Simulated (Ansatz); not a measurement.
**C3H7FSi: basis-set convergence**

One table from this session's results is given with a row withheld; the runs are named, their logs left out.

The runs use Ansatz 0.2.0, Gaussian basis; one geometry, several basis sets.

Plan: PBE0-D4/def2-SVP; ωB97M-V/def2-SVP; PBE0-D4/def2-QZVPP; ωB97M-V/def2-QZVPP; the functionals' def2-TZVPP values are taken from earlier runs.

### The relaxed structure

The geometry comes from an earlier relaxation with PBE0-D4 in a triple-zeta def2 set; it is a stationary point, not always the lowest conformer.

SMILES `CC(C)[Si]F`, 12 atoms, charge 0, spin multiplicity 1.

Atoms are counted from 1 here; the program's logs count them from 0.

Bond lengths: C1–C2 1.523 Å, C1–H6 1.094 Å, C1–H7 1.093 Å, C1–H8 1.095 Å, C2–C3 1.534 Å, C2–Si4 1.901 Å, C2–H9 1.099 Å, C3–H10 1.095 Å, C3–H11 1.097 Å, C3–H12 1.094 Å, Si4–F5 1.622 Å. Angles: C2–C1–H6 112.1°, C2–C1–H7 110.9°, C2–C1–H8 111.1°, H6–C1–H7 107.6°, H6–C1–H8 107.3°, H7–C1–H8 107.6°, C1–C2–C3 111.8°, C1–C2–Si4 115.1°, C1–C2–H9 109.6°, C3–C2–Si4 105.1°, C3–C2–H9 108.3°, Si4–C2–H9 106.5°, C2–C3–H10 110.8°, C2–C3–H11 112.8°, C2–C3–H12 111.0°, H10–C3–H11 106.8°, H10–C3–H12 107.6°, H11–C3–H12 107.6° and more.

Set-up of the first run:

File in.yaml:

```yaml
crystal:
  periodic: [false, false, false]
  atoms:
    - {symbol: C, position_ang: [-0.983784, 0.316342, 0.844848]}
    - {symbol: C, position_ang: [-0.223203, -0.521316, -0.175364]}
    - {symbol: C, position_ang: [1.295244, -0.347732, -0.038289]}
    - {symbol: Si, position_ang: [-0.606921, -0.119868, -1.993941]}
    - {symbol: F, position_ang: [-0.479818, 1.495963, -1.928313]}
    - {symbol: H, position_ang: [-2.064771, 0.163538, 0.779071]}
    - {symbol: H, position_ang: [-0.791134, 1.381741, 0.696337]}
    - {symbol: H, position_ang: [-0.681091, 0.064034, 1.866792]}
    - {symbol: H, position_ang: [-0.462782, -1.583874, -0.032896]}
    - {symbol: H, position_ang: [1.638697, -0.692922, 0.941997]}
    - {symbol: H, position_ang: [1.857384, -0.914923, -0.789727]}
    - {symbol: H, position_ang: [1.579182, 0.703815, -0.136518]}
basis:
  gaussian: {orbitals: def2-SVP}
hamiltonian: {xc: pbe0, dispersion: d4}
output: {orbitals: {seedname: orbitals}}
```

On the command line:

```
> ansatz run in.yaml --threads 4 --pin off --events-out ev --progress --plain --max-ram 10444MiB
```

Steps of the session up to this table: PBE0-D4 in def2-SVP; ωB97M-V in def2-SVP; PBE0-D4 in def2-QZVPP; ωB97M-V in def2-QZVPP.

One table of the session follows, with a row left open; its other results are not shown here.

It belongs to the step «Functionals by basis». 

| functional | basis | HOMO (eV) | LUMO (eV) |
| --- | --- | --- | --- |
| PBE0-D4 | def2-SVP | -6.28 | -1.98 |
| PBE0-D4 | def2-TZVPP | -6.32 | -2.07 |
| PBE0-D4 | def2-QZVPP | -6.35 | -2.11 |
| ωB97M-V | def2-SVP | -8.36 | 0.10 |
| ωB97M-V | def2-TZVPP | -8.42 | -0.08 |
| ωB97M-V | def2-QZVPP | ? | ? |

Q: Estimate the row for ωB97M-V, def2-QZVPP from the others.

**Answer.** HOMO (eV): -8.44; LUMO (eV): -0.19. In the column «HOMO (eV)» it is the lowest.
